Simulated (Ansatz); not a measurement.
# Cl2HSeSi radical: basis-set convergence

The task here is to estimate one member of a computed series from the others.

The runs use Ansatz 0.2.0, Gaussian basis; one geometry, several basis sets.

Levels to be run: PBE0-D4/def2-SVP; ωB97M-V/def2-SVP; PBE0-D4/def2-QZVPP; ωB97M-V/def2-QZVPP; the functionals' def2-TZVPP values are taken from earlier runs.

## The geometry

All runs share one geometry, relaxed beforehand with PBE0-D4 in a triple-zeta def2 set.

SMILES `Cl[Si](Cl)[SeH]`, 5 atoms, charge 0, spin multiplicity 2.

Atoms are counted from 1 here; the program's logs count them from 0.

Bond lengths: Cl1–Si2 2.057 Å, Si2–Cl3 2.051 Å, Si2–Se4 2.274 Å, Se4–H5 1.470 Å. Angles: Cl1–Si2–Cl3 109.3°, Cl1–Si2–Se4 112.6°, Cl3–Si2–Se4 105.5°, Si2–Se4–H5 91.1°.

The first run:

Input file in.yaml:

```yaml
crystal:
  periodic: [false, false, false]
  atoms:
    - {symbol: Cl, position_ang: [0.894523, 0.032412, 1.914098]}
    - {symbol: Si, position_ang: [-0.006219, -0.719525, 0.224647]}
    - {symbol: Cl, position_ang: [1.355261, -1.834349, -0.829606]}
    - {symbol: Se, position_ang: [-0.687490, 0.914764, -1.201975]}
    - {symbol: H, position_ang: [-1.506175, 1.532998, -0.148564]}
basis:
  gaussian: {orbitals: def2-SVP}
magnetization: {spin_polarized: true, initial_magnetization: 1}
hamiltonian: {xc: pbe0, dispersion: d4}
output: {orbitals: {seedname: orbitals}}
```

Run with:

```
> ansatz run in.yaml --threads 4 --pin off --events-out ev --progress --plain --max-ram 10444MiB
```

Steps of the session up to this table: PBE0-D4 in def2-SVP; ωB97M-V in def2-SVP; PBE0-D4 in def2-QZVPP; ωB97M-V in def2-QZVPP.

One of the session's tables, all rows but one given; the rest of the session is left out.

It belongs to the step «Density functionals: the series». 

| functional | basis | HOMO (eV) | LUMO (eV) |
| --- | --- | --- | --- |
| PBE0-D4 | def2-SVP | -6.46 | -3.21 |
| PBE0-D4 | def2-TZVPP | -6.54 | -3.25 |
| PBE0-D4 | def2-QZVPP | ? | ? |
| ωB97M-V | def2-SVP | -8.16 | -1.56 |
| ωB97M-V | def2-TZVPP | -8.27 | -1.67 |
| ωB97M-V | def2-QZVPP | -8.31 | -1.74 |

Q: Estimate the row for PBE0-D4, def2-QZVPP from the others.

As computed: HOMO (eV): -6.58; LUMO (eV): -3.29. In the column «HOMO (eV)» it lies between ωB97M-V, def2-SVP (-8.16) and PBE0-D4, def2-TZVPP (-6.54).
